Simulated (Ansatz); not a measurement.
A nudged elastic band was laid between two geometries of a periodic cell of 17 atoms, Rb (host Rb, host structure bcc, interstitial Rb).

These are results of DFT PBEsol, scalar-relativistic, plane waves, PAW in Ansatz, not measurements. Settings: cutoff 420 eV, k mesh 2x2x2, gaussian smearing 0.05 eV, no spin polarisation.

```json
{"movable images": "3", "climbing image": "yes", "spring": "50.0 eV/Å²", "optimiser": "fire", "start path": "default", "force threshold": "0.05 eV/Å", "iteration limit": "50", "end points": "relaxed"}
```

Image 0:

```xyz
17
Lattice="11.1800 0.0000 0.0000 0.0000 11.1800 0.0000 0.0000 0.0000 11.1800" Properties=species:S:1:pos:R:3
Rb -0.011 -0.057 -0.002
Rb 5.615 0.211 -0.209
Rb -0.013 4.963 -0.561
Rb -0.011 -0.036 5.588
Rb 2.791 2.836 2.784
Rb 5.560 5.653 0.045
Rb 5.616 0.244 5.783
Rb 8.383 2.856 2.784
Rb -0.014 4.867 6.197
Rb 3.405 9.113 2.785
Rb 2.986 2.559 8.411
Rb 5.560 5.634 5.533
Rb 7.824 9.016 2.785
Rb 8.176 2.589 8.413
Rb 2.736 8.342 8.355
Rb 8.429 8.324 8.355
Rb 0.072 6.994 2.865
```

Image 4:

```xyz
17
Lattice="11.1800 0.0000 0.0000 0.0000 11.1800 0.0000 0.0000 0.0000 11.1800" Properties=species:S:1:pos:R:3
Rb 0.141 -0.096 0.148
Rb 5.720 0.080 -0.297
Rb -0.823 5.561 -0.544
Rb 0.160 -0.097 5.453
Rb 3.441 2.323 2.802
Rb 5.598 5.551 -0.075
Rb 5.688 0.079 5.903
Rb 8.420 2.705 2.807
Rb -0.743 5.563 6.104
Rb 3.729 8.981 2.802
Rb 2.614 2.919 8.411
Rb 5.581 5.552 5.671
Rb 8.366 8.451 2.807
Rb 8.337 2.466 8.362
Rb 2.677 8.219 8.412
Rb 8.223 8.655 8.364
Rb 1.404 5.796 2.740
```

**Question.** Which bonds break or form, and what moves?

**Answer.** Contacts lost: Rb1–Rb17, Rb3–Rb5, Rb4–Rb17, Rb5–Rb9. Contacts made: Rb3–Rb13, Rb6–Rb17, Rb9–Rb13. The atom that moves furthest is Rb17, by 1.80 Å.

**Question.** Give the energies along the band, and the barrier.

**Answer.** The run converged. The highest image is number 0 of 0 to 4, 0.000 eV above the first end and 0.006 eV above the last; the last end lies 0.006 eV below the first. The highest image is an end point: on this band no image between the ends rises above it. Inner images lie up to 0.090 eV below the lower end, so the ends aren't the lowest states on this path. Limits of this set-up: coarse k mesh.

```csv
image,path coordinate (Å),energy (eV),Rb1–Rb17 (Å),Rb3–Rb5 (Å),Rb4–Rb17 (Å)
0,0.00,0.000,5.03,4.85,4.96
1,0.32,-0.007,5.10,4.91,4.97
2,3.56,-0.065,5.05,5.07,5.13
3,6.80,-0.096,4.77,5.70,5.34
4,10.03,-0.006,6.02,6.31,6.07
```

Run time: 7.5 min on 4 threads of Intel(R) Xeon(R) 6975P-C (Granite Rapids), on a shared host, peak memory 4.9 GiB.
